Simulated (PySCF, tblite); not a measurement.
**C₅H₇Cl₂FSi: geometry, infrared bands and NMR shifts**

Wanted: the infrared bands and NMR shifts of C₅H₇Cl₂FSi (`CC#C[Si@@H](CCl)[C@H](F)Cl`), by calculation.

The runs use tblite 0.8.0 and PySCF 2.14.0, with density-fitted response routines of our own; the level of theory stands in each step. All values are computed, except where a source is named. Atoms are numbered from 0 throughout.

### 1 The molecule as given

16 atoms, charge 0, multiplicity 1; geometry from: force field or distance geometry start.

Bonds of the start (Å): C0–C1 1.49, C1–C2 1.20, C2–Si3 1.83, Si3–C4 1.89, C4–Cl5 1.79, Si3–C6 1.85, C6–F7 1.40, C6–Cl8 1.79, C0–H9 1.09, C0–H10 1.10, C0–H11 1.11, Si3–H12 1.46, C4–H13 1.11, C4–H14 1.11, C6–H15 1.13.

### 2 Optimising the geometry with GFN2-xTB

What the job is given:

```
{"job": {"kind": "relax", "xc": "GFN2-xTB", "basis": "xTB"}, "charge": 0, "multiplicity": 1}
C      3.355700     0.734600    -0.534000
C      1.900400     0.418700    -0.463700
C      0.734200     0.166000    -0.393200
Si    -1.061500    -0.185900    -0.287300
C     -1.360300    -1.894600     0.466000
Cl    -2.021600    -3.015700    -0.755600
C     -1.900800     1.155900     0.661800
F     -3.064800     0.597300     1.199300
Cl    -2.459100     2.468600    -0.413900
H      3.464000     1.528800    -1.274200
H      3.763800     1.008200     0.455100
H      3.923000    -0.158200    -0.884900
H     -1.586300    -0.251200    -1.648500
H     -0.363100    -2.280900     0.775200
H     -2.018900    -1.833600     1.351400
H     -1.312300     1.551000     1.537500
```

Started as:

```
$ OMP_NUM_THREADS=1 python probes_run.py task.json out
```

One launch serves the whole session: the jobs run in the order shown.

Output:

```text
step      E/eV     max force
  0    -809.30846    2.775
  1    -809.41012    4.474
  2    -809.51869    1.142
  3    -809.56248    0.496
  4    -809.60157    0.348
  5    -809.62110    0.329
  6    -809.63068    0.238
  7    -809.63541    0.138
  8    -809.63784    0.099
  9    -809.63984    0.104
 10    -809.64172    0.102
 11    -809.64333    0.101
 12    -809.64442    0.072
 13    -809.64520    0.062
 14    -809.64599    0.077
 15    -809.64680    0.067
 16    -809.64744    0.050
 17    -809.64787    0.054
 18    -809.64824    0.048
 19    -809.64867    0.053
 20    -809.64923    0.064
 21    -809.64993    0.071
 22    -809.65074    0.064
 23    -809.65161    0.065
 24    -809.65243    0.072
 25    -809.65310    0.060
 26    -809.65364    0.056
 27    -809.65417    0.047
 28    -809.65491    0.083
 29    -809.65603    0.105
 30    -809.65751    0.111
 31    -809.65906    0.125
 32    -809.66061    0.104
 33    -809.66218    0.112
 34    -809.66369    0.122
 35    -809.66516    0.090
 36    -809.66643    0.085
 37    -809.66747    0.064
 38    -809.66837    0.071
 39    -809.66928    0.068
 40    -809.67026    0.061
 41    -809.67121    0.115
 42    -809.67188    0.100
 43    -809.67324    0.077
 44    -809.67440    0.070
 45    -809.67506    0.065
 46    -809.67583    0.057
 47    -809.67686    0.073
 48    -809.67784    0.092
 49    -809.67907    0.085
 50    -809.68018    0.073
 51    -809.68126    0.086
 52    -809.68267    0.096
 53    -809.68429    0.107
 54    -809.68580    0.091
 55    -809.68707    0.101
 56    -809.68800    0.102
 57    -809.68912    0.114
 58    -809.69046    0.093
 59    -809.69334    0.085
 60    -809.69480    0.090
 61    -809.69771    0.112
 62    -809.70023    0.178
 63    -809.70038    0.232
 64    -809.70486    0.143
 65    -809.70673    0.086
 66    -809.70887    0.084
 67    -809.70961    0.085
 68    -809.71121    0.086
 69    -809.71231    0.110
 70    -809.71391    0.117
 71    -809.71514    0.101
 72    -809.71608    0.054
 73    -809.71657    0.059
 74    -809.71683    0.049
 75    -809.71709    0.049
 76    -809.71732    0.046
 77    -809.71771    0.047
 78    -809.71805    0.048
 79    -809.71856    0.051
 80    -809.71896    0.049
 81    -809.71931    0.054
 82    -809.71969    0.060
 83    -809.72024    0.066
 84    -809.72097    0.059
 85    -809.72169    0.060
 86    -809.72227    0.064
 87    -809.72270    0.075
 88    -809.72326    0.057
 89    -809.72413    0.062
 90    -809.72521    0.050
 91    -809.72600    0.071
 92    -809.72654    0.039
 93    -809.72691    0.071
 94    -809.72710    0.019
 95    -809.72716    0.015
 96    -809.72718    0.011
 97    -809.72721    0.010
 98    -809.72725    0.015
 99    -809.72729    0.016
100    -809.72734    0.014
101    -809.72738    0.015
102    -809.72741    0.015
103    -809.72744    0.015
104    -809.72747    0.011
105    -809.72750    0.010
```

Wall time 1 s (1 thread of Arm Neoverse V1, shared host).

Step by step: (not every step is listed)

```csv
step,energy from step 0 (eV),largest force (eV/Å)
0,0.0000,2.7754
1,-0.1017,4.4739
2,-0.2102,1.1421
3,-0.2540,0.4957
4,-0.2931,0.3478
5,-0.3126,0.3288
6,-0.3222,0.2377
7,-0.3270,0.1384
8,-0.3294,0.0995
17,-0.3394,0.0544
26,-0.3452,0.0558
35,-0.3567,0.0903
44,-0.3659,0.0705
53,-0.3758,0.1073
62,-0.3918,0.1784
71,-0.4067,0.1008
80,-0.4105,0.0492
89,-0.4157,0.0624
98,-0.4188,0.0150
100,-0.4189,0.0137
101,-0.4189,0.0151
102,-0.4189,0.0150
103,-0.4190,0.0145
104,-0.4190,0.0112
105,-0.4190,0.0103
```

Distances of close pairs at the start and the end, largest changes first:

```csv
bond,before (Å),after (Å),change (Å)
Si3–C6,1.845,1.938,+0.093
C0–C1,1.491,1.440,-0.051
C6–H15,1.127,1.094,-0.033
C6–F7,1.399,1.367,-0.032
C0–H11,1.114,1.089,-0.025
C4–H13,1.113,1.088,-0.025
Si3–C4,1.891,1.913,+0.021
C4–H14,1.105,1.088,-0.017
```

The final coordinates are the input of the step that follows.

### 3 Harmonic vibrations with GFN2-xTB

What the job is given:

```
{"job": {"kind": "ir", "xc": "GFN2-xTB", "basis": "xTB"}, "charge": 0, "multiplicity": 1}
C      3.262280     0.709971    -0.669386
C      1.860317     0.396808    -0.565612
C      0.683702     0.148448    -0.459284
Si    -1.111523    -0.226323    -0.375309
C     -1.431616    -1.901538     0.490295
Cl    -0.741087    -3.213389    -0.505850
C     -1.855762     1.135711     0.785298
F     -3.168165     0.877007     1.065724
Cl    -1.761804     2.710370    -0.044626
H      3.404385     1.526204    -1.376987
H      3.647081     1.012395     0.303982
H      3.814733    -0.162734    -1.015307
H     -1.804509    -0.169992    -1.659430
H     -0.959681    -1.976725     1.467994
H     -2.492115    -2.119573     0.600953
H     -1.353835     1.262304     1.748584
```

Output:

```text
mode    cm-1     km/mol
  1     -13.2      0.00
  2      24.0      0.83
  3      31.3      1.50
  4      56.0      1.71
  5      63.8      3.07
  6      95.1      0.53
  7     159.2      1.11
  8     162.4      0.45
  9     220.3     22.24
 10     240.1     10.39
 11     282.3     27.25
 12     321.5      2.39
 13     327.7      4.87
 14     368.4      7.95
 15     544.7     20.03
 16     596.5     98.36
 17     619.5     70.78
 18     654.8    120.88
 19     678.6     71.91
 20     735.5    114.46
 21     742.6     38.43
 22     766.0    120.41
 23    1009.1      7.47
 24    1009.9      5.98
 25    1023.7     84.94
 26    1082.6      7.91
 27    1122.7      5.16
 28    1143.5      1.68
 29    1183.9      0.57
 30    1254.3     19.03
 31    1377.2      8.25
 32    1417.8      7.15
 33    1435.6      9.27
 34    1436.0      9.99
 35    2299.1    168.20
 36    2312.9    337.16
 37    2923.3     12.65
 38    2989.0      2.57
 39    2989.9      3.84
 40    3010.7      8.76
 41    3012.3      9.04
 42    3016.7      9.64
```

Run time: 0.79 s. Hardware: 1 thread of Arm Neoverse V1, shared host.

The strongest bands and the atoms that carry them (share of the mass-weighted mode):

```csv
cm⁻¹,km/mol,atoms
596,98.4,"H12 61 %, H14 12 %"
655,120.9,"H12 68 %, C6 15 %"
679,71.9,"C4 49 %, Si3 18 %, Cl5 14 %"
736,114.5,"H13 27 %, C4 24 %, H14 21 %, H12 10 %"
766,120.4,"C4 53 %, Si3 21 %"
1024,84.9,"C6 53 %, F7 34 %, H15 11 %"
2299,168.2,H12 97 %
2313,337.2,"C1 53 %, C2 46 %"
```

### 4 NMR shieldings: PBE0/pcSseg-1

Settings changed since step 3:

```diff
@@ -1,2 +1,2 @@
-{"job": {"kind": "ir", "xc": "GFN2-xTB", "basis": "xTB"}, "charge": 0, "multiplicity": 1}
+{"job": {"kind": "nmr", "xc": "PBE0", "basis": "pcSseg-1"}, "charge": 0, "multiplicity": 1}
 C      3.262280     0.709971    -0.669386
```

With the program's defaults for keys left out, this is: GIAO PBE0/pcSseg-1 NMR shielding, non-relativistic, gas phase.

Output:

```text
coarse grid: 15728 points
cycle   1  E = -1503.4492684668  dE =  9.389e-01  |g| = 6.207e-01  |ddm| = 3.948e+00
cycle   2  E = -1503.3946982727  dE =  5.457e-02  |g| = 8.422e-01  |ddm| = 1.304e+00
cycle   3  E = -1503.5315816729  dE = -1.369e-01  |g| = 9.146e-02  |ddm| = 7.040e-01
cycle   4  E = -1503.5331652790  dE = -1.584e-03  |g| = 3.149e-02  |ddm| = 9.705e-02
cycle   5  E = -1503.5333748926  dE = -2.096e-04  |g| = 9.961e-03  |ddm| = 4.122e-02
cycle   6  E = -1503.5333910734  dE = -1.618e-05  |g| = 6.367e-03  |ddm| = 1.228e-02
cycle   7  E = -1503.5334007702  dE = -9.697e-06  |g| = 1.195e-03  |ddm| = 5.187e-03
final grid: 140672 points
cycle   8  E = -1503.5932634306  dE = -4.421e-05  |g| = 8.148e-03  |ddm| = 3.974e-02
cycle   9  E = -1503.5932568709  dE =  6.560e-06  |g| = 9.945e-03  |ddm| = 1.458e-02
cycle  10  E = -1503.5932766041  dE = -1.973e-05  |g| = 1.871e-03  |ddm| = 7.835e-03
cycle  11  E = -1503.5932771732  dE = -5.690e-07  |g| = 7.532e-04  |ddm| = 1.833e-03
cycle  12  E = -1503.5932773087  dE = -1.356e-07  |g| = 2.092e-04  |ddm| = 6.310e-04
cycle  13  E = -1503.5932773183  dE = -9.514e-09  |g| = 2.908e-05  |ddm| = 1.740e-04
cycle  14  E = -1503.5932773184  dE = -1.755e-10  |g| = 9.772e-06  |ddm| = 3.752e-05
converged SCF energy = -1503.5932773184

GIAO shielding tensors (ppm)
atom      isotropic    diamagn.    paramagn.     s11        s22        s33       span
  0 C      181.095     252.037     -70.941    171.999    172.415    198.872     26.873
  1 C       69.019     275.241    -206.222    -31.617    -29.536    268.211    299.827
  2 C      108.499     257.180    -148.681     25.020     31.180    269.297    244.277
  3 Si     395.344     880.675    -485.332    369.969    386.643    429.418     59.449
  4 C      155.699     252.927     -97.228    135.804    143.668    187.625     51.821
  5 Cl     939.964    1145.896    -205.932    827.620    886.070   1106.201    278.581
  6 C       79.642     252.614    -172.972     38.261     73.228    127.438     89.177
  7 F      362.280     470.832    -108.553    281.174    339.063    466.602    185.428
  8 Cl     733.277    1146.299    -413.022    418.304    786.048    995.480    577.176
  9 H       29.538      27.131       2.407     24.380     27.914     36.320     11.940
 10 H       29.627      28.904       0.722     24.482     27.940     36.458     11.976
 11 H       29.568      27.370       2.198     24.303     27.984     36.418     12.115
 12 H       27.200      28.017      -0.817     24.151     25.955     31.493      7.343
 13 H       28.689      31.076      -2.387     23.223     28.077     34.766     11.543
 14 H       28.580      28.638      -0.058     22.005     28.538     35.197     13.192
 15 H       25.437      30.780      -5.343     22.954     25.857     27.500      4.546
```

Wall time 41 s (1 thread of Arm Neoverse V1, shared host); peak memory 0.93 GiB.

Shifts follow as δ = σ(reference) − σ, with reference shieldings (ppm) from runs at the same level and on the same kind of geometry: 1H TMS 31.72, 13C TMS 186.9, 29Si TMS 349.2, 19F CFCl3 170.9, 35Cl HCl 950. The references are single molecules in the gas phase, so shifts against H2O, NH3, PH3, H3PO4 or CFCl3 are not on the usual liquid scales and can be off by tens of ppm. Atoms listed in one row are averaged.

```csv
atoms,environment,σ (ppm),δ (ppm),δ scaled to CDCl3
C1,alkyne carbon,69.0,117.9,113.2
C6,sp3 CH bonded to Cl and F and Si,79.6,107.3,102.8
C2,alkyne carbon,108.5,78.4,74.6
C4,sp3 CH2 bonded to Cl and Si,155.7,31.2,28.6
C0,propargylic methyl carbon,181.1,5.8,3.8
H15,hydrogen on an sp3 CH bonded to Cl and F and Si,25.44,6.28,6.03
H12,hydrogen on a silicon bonded to 3 C,27.20,4.52,–
H14,hydrogen on an sp3 CH2 bonded to Cl and Si,28.58,3.14,3.06
H13,hydrogen on an sp3 CH2 bonded to Cl and Si,28.69,3.03,2.96
"H9, H10, H11",hydrogen on a propargylic methyl carbon,29.58,2.14,2.12
Si3,"silicon bonded to 3 C, H",395.3,-46.2,–
Cl8,chlorine bonded to C,733,216,–
Cl5,chlorine bonded to C,940,10,–
F7,fluorine on an sp3 carbon,362.3,-191.3,–
```

The scaled column applies a straight-line fit of computed shieldings to shifts measured in CDCl3, with any fitted terms for Cl, Br or S neighbours, and one for carbons that bear F (root-mean-square error 0.16 ppm for H, 1.9 ppm for C).

Charges from the same density, by scheme (e):

```csv
atoms,Mulliken,IAO,Hirshfeld,ESP fit
C0,-0.16,-0.44,-0.09,-0.58
C1,-0.15,0.04,-0.01,0.40
C2,-0.39,-0.40,-0.19,-0.69
Si3,0.88,0.94,0.35,0.82
C4,-0.51,-0.53,-0.13,-0.51
Cl5,-0.16,-0.09,-0.07,-0.11
C6,-0.08,-0.09,0.00,-0.29
F7,-0.30,-0.30,-0.11,-0.12
Cl8,-0.13,-0.09,-0.06,-0.08
```

Mayer bond orders: C0–C1 1.19, C1–C2 2.54, C2–Si3 1.00, Si3–C4 0.85, C4–Cl5 0.96, Si3–C6 0.78, C6–F7 0.88, C6–Cl8 0.99.

### 5 What came out

```
                                                              quantity                              value
                             strongest single infrared mode (GFN2-xTB)              2313 cm⁻¹, 337 km/mol
                                          zero-point energy (GFN2-xTB)                      64.0 kcal/mol
                                13C shifts against TMS (PBE0/pcSseg-1)  117.9, 107.3, 78.4, 31.2, 5.8 ppm
1H shifts against TMS (PBE0/pcSseg-1, means over atoms taken as alike)   6.28, 4.52, 3.14, 3.03, 2.14 ppm
                               29Si shifts against TMS (PBE0/pcSseg-1)                          -46.2 ppm
                               35Cl shifts against HCl (PBE0/pcSseg-1)                        216, 10 ppm
                              19F shifts against CFCl3 (PBE0/pcSseg-1)                         -191.3 ppm
```

What this shows: The optimisation took 105 steps and gained 0.419 eV; among the close pairs (by a distance rule), Si3–C6 changed most, from 1.845 to 1.938 Å. The lowest mode is slightly imaginary (13i cm⁻¹), a soft motion within the noise of the Hessian, so the minimum is not strictly shown. The strongest single mode, at 2313 cm⁻¹, moves mainly C1 and C2. GFN2-xTB is a fitted tight-binding method: band positions and strengths are rough. Its intensities can rank the bands wrongly. The most deshielded hydrogen is H15 (hydrogen on an sp3 CH bonded to Cl and F and Si), at 6.28 ppm: its carbon carries Cl and F, which withdraws density. At PBE0/pcSseg-1: The largest span, 577 ppm, is at Cl8, where the paramagnetic term is -413 ppm.
